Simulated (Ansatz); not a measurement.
# FGeH5Si: short molecular-dynamics run, by script

The task is a short molecular-dynamics run, for FGeH5Si.

All numbers are computed with the Python package of Ansatz 0.2.0. Level of theory: PBE0/def2-SVP.

## 1. The structure

Bond lengths: F1–Ge2 1.702 Å, Ge2–Si3 2.288 Å, Ge2–H4 1.535 Å, Ge2–H5 1.554 Å, Si3–H6 1.494 Å, Si3–H7 1.517 Å, Si3–H8 1.421 Å. Angles: F1–Ge2–Si3 107.7°, F1–Ge2–H4 112.8°, F1–Ge2–H5 110.8°, Si3–Ge2–H4 108.5°, Si3–Ge2–H5 110.1°, H4–Ge2–H5 106.9°, Ge2–Si3–H6 109.6°, Ge2–Si3–H7 110.0°, Ge2–Si3–H8 111.9°, H6–Si3–H7 106.8°, H6–Si3–H8 109.9°, H7–Si3–H8 108.4°.

The script holds or builds the structure itself.

## 2. The code

md_fgeh5si.py

```python
# -*- coding: utf-8 -*-
'''A short Born-Oppenheimer trajectory of FGeH5Si.'''

import logging
import sys

import ansatz as az
import numpy as np

logging.basicConfig(stream=sys.stdout, format='%(name)s: %(message)s')
logger = logging.getLogger('ansatz_job')
logger.setLevel(logging.INFO)


def main():
    geometry = (
        az.Crystal.molecule()
        .atom('F', [-2.0185, 1.1118, -0.1787])
        .atom('Ge', [-0.5232, 0.6056, -0.8143])
        .atom('Si', [0.5263, -0.6462, 0.7883])
        .atom('H', [-0.6744, -0.2513, -2.079])
        .atom('H', [0.3563, 1.8277, -1.1987])
        .atom('H', [0.7757, 0.1938, 1.998])
        .atom('H', [1.8817, -1.1046, 0.2843])
        .atom('H', [-0.2316, -1.7938, 1.1445])
    )

    base = geometry.calculation()
    base = base.basis(gaussian='def2-SVP')
    base = base.functional('pbe0').md('nvt_langevin', timestep=0.5, steps=20, temperature=200, initial_velocities='maxwell_boltzmann', seed=25, friction=0.05)
    frames = []
    base.session().plan().execute(on_event=lambda e: frames.append(e['data']) if e['event'] == 'md_step' else None)
    logger.info('t (fs)   E_pot (eV)      E_kin (eV)   T (K)   d(0-1) (A)')
    for f in frames[::2]:
        xyz = np.array(f['positions_ang'])
        logger.info(f'{f["time_fs"]:6.2f} {f["lagrangian_ev"]:14.5f} {f["e_kin_ev"]:10.5f} {f["temperature_k"]:8.1f} {np.linalg.norm(xyz[0] - xyz[1]):9.4f}')
    print('mean temperature', round(float(np.mean([f['temperature_k'] for f in frames])), 1), 'K')


if __name__ == '__main__':
    main()
```

## 3. What the engine is handed

The engine receives this input:

```yaml
crystal:
  periodic: [false, false, false]
  atoms:
    - { symbol: F, position_ang: [-2.0185, 1.1118, -0.1787] }
    - { symbol: Ge, position_ang: [-0.5232, 0.6056, -0.8143] }
    - { symbol: Si, position_ang: [0.5263, -0.6462, 0.7883] }
    - { symbol: H, position_ang: [-0.6744, -0.2513, -2.079] }
    - { symbol: H, position_ang: [0.3563, 1.8277, -1.1987] }
    - { symbol: H, position_ang: [0.7757, 0.1938, 1.998] }
    - { symbol: H, position_ang: [1.8817, -1.1046, 0.2843] }
    - { symbol: H, position_ang: [-0.2316, -1.7938, 1.1445] }
basis:
  gaussian:
    orbitals: def2-SVP
hamiltonian:
  xc: pbe0
md:
  timestep: 0.5
  n_steps: 20
  ensemble: nvt_langevin
  temperature: 200.0
  friction: 0.05
  initial_velocities: maxwell_boltzmann
  seed: 25
```

## 4. Running it

The run is started by

```console
> python md_fgeh5si.py
```

**Question.** What results will this script give? Wanted: total energy; dipole moment; mean temperature, second half; farthest move.

**Answer**, as computed:

| quantity | value |
| --- | --- |
| total energy | -67169.7275 eV |
| dipole moment | 2.39 D |
| length of the run | 20 steps, 10 fs |
| mean temperature, second half | 219 K |
| farthest move | 0.30 Å |

The temperature swings between 175 and 245 K, with a mean of 219 K in the second half; 8 atoms fluctuate widely. A run of 10 fs is far too short for averages. Caveats:
- The trajectory is only some femtoseconds long, and gives no averages; where the script doesn't relax first, it starts from a rough generated geometry.
- The printed temperature counts all 3N degrees of freedom under Langevin dynamics, so the first row lies under the target.
